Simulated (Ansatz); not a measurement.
# GaF2 radical: single points off equilibrium

A test off equilibrium: a structure displaced at random from a GFN2-xTB minimum is computed at several levels, and each is set against CCSD(T).

Program: Ansatz 0.2.0, Gaussian basis. Level of theory: single points in def2-TZVPP. These are calculated values, not measurements.

Cores are frozen in the correlated methods. Filled d shells of the heavier atoms are correlated. Orbitals are unrestricted.

## (1) Starting geometry

SMILES `[F][Ga][F]`, 3 atoms, charge 0, spin multiplicity 2.

Atoms are counted from 1 here; the program's logs count them from 0.

Bond lengths: F1–Ga2 1.872 Å, Ga2–F3 2.011 Å. Angles: F1–Ga2–F3 128.9°.

Coordinates:

```xyz
3

F    -1.4830    0.5391   -0.7590
Ga    0.1659    0.5326    0.1283
F     1.2831   -1.0373    0.7024
```

## (2) CCSD(T)/def2-TZVPP

run/in.yaml reads:

```yaml
crystal:
  periodic: [false, false, false]
  atoms:
    - {symbol: F, position_ang: [-1.483000, 0.539100, -0.759000]}
    - {symbol: Ga, position_ang: [0.165900, 0.532600, 0.128300]}
    - {symbol: F, position_ang: [1.283100, -1.037300, 0.702400]}
basis:
  gaussian: {orbitals: def2-TZVPP}
magnetization: {spin_polarized: true, initial_magnetization: 1}
correlation: {method: ccsd_t}
scf: {omitted_lower_state_checks: [cluster_reference]}
output: {forces: true}
```

No record of the launch command was kept for these runs.

## (3) PBE0-D4/def2-TZVPP

Changes to run/in.yaml since step 2:

```diff
@@ -9,4 +9,3 @@
 magnetization: {spin_polarized: true, initial_magnetization: 1}
-correlation: {method: ccsd_t}
-scf: {omitted_lower_state_checks: [cluster_reference]}
-output: {forces: true}
+hamiltonian: {xc: pbe0, dispersion: d4}
+output: {forces: true, orbitals: {seedname: orbitals}}
```

## (4) wB97M-V/def2-TZVPP

Changes to run/in.yaml since step 3:

```diff
@@ -9,3 +9,3 @@
 magnetization: {spin_polarized: true, initial_magnetization: 1}
-hamiltonian: {xc: pbe0, dispersion: d4}
-output: {forces: true, orbitals: {seedname: orbitals}}
+hamiltonian: {xc: {name: wB97M-V}}
+output: {forces: true}
```

## (5) r2SCAN-D4/def2-TZVPP

Changes to run/in.yaml since step 4:

```diff
@@ -9,3 +9,3 @@
 magnetization: {spin_polarized: true, initial_magnetization: 1}
-hamiltonian: {xc: {name: wB97M-V}}
+hamiltonian: {xc: r2scan, dispersion: d4}
 output: {forces: true}
```

## (6) PBE-D4/def2-TZVPP

Changes to run/in.yaml since step 5:

```diff
@@ -9,3 +9,3 @@
 magnetization: {spin_polarized: true, initial_magnetization: 1}
-hamiltonian: {xc: r2scan, dispersion: d4}
+hamiltonian: {xc: pbe, dispersion: d4}
 output: {forces: true}
```

## (7) revPBE-D4/def2-TZVPP

Changes to run/in.yaml since step 6:

```diff
@@ -9,3 +9,3 @@
 magnetization: {spin_polarized: true, initial_magnetization: 1}
-hamiltonian: {xc: pbe, dispersion: d4}
+hamiltonian: {xc: {name: revPBE}, dispersion: d4}
 output: {forces: true}
```

## (8) SPW92/def2-TZVPP

Changes to run/in.yaml since step 7:

```diff
@@ -9,3 +9,3 @@
 magnetization: {spin_polarized: true, initial_magnetization: 1}
-hamiltonian: {xc: {name: revPBE}, dispersion: d4}
+hamiltonian: {xc: lda}
 output: {forces: true}
```

(Steps that only read results are left out.)

What does the calculation give? Wanted: energy less free atoms, CCSD(T)/def2-TZVPP; RMS force component; RMS force error; HOMO and LUMO, PBE0-D4; T1 diagnostic.

The runs gave:

```
                                  quantity                                                                                           value
energy less free atoms, CCSD(T)/def2-TZVPP                                                                                 -191.4 kcal/mol
                       RMS force component                                                            1.044 to 1.560 eV/Å over the methods
                           RMS force error  PBE0-D4 0.161, wB97M-V 0.136, r2SCAN-D4 0.159, PBE-D4 0.461, revPBE-D4 0.545, SPW92 0.175 eV/Å
                    HOMO and LUMO, PBE0-D4                                                                              -8.24 and -4.94 eV
                             T1 diagnostic                                                                                           0.020
```

Against CCSD(T) the functionals' energies less atoms differ by -50.3 to -2.3 kcal/mol, PBE-D4 by -19.9 kcal/mol. The reference is not at the basis limit: in triple zeta CCSD(T) underbinds, which counts against methods that bind more; the gaps are no ranking. For forces wB97M-V does best and revPBE-D4 worst. Frozen-core CCSD(T) forces in triple zeta carry basis errors of their own, and this is one geometry, so small gaps rank nothing.
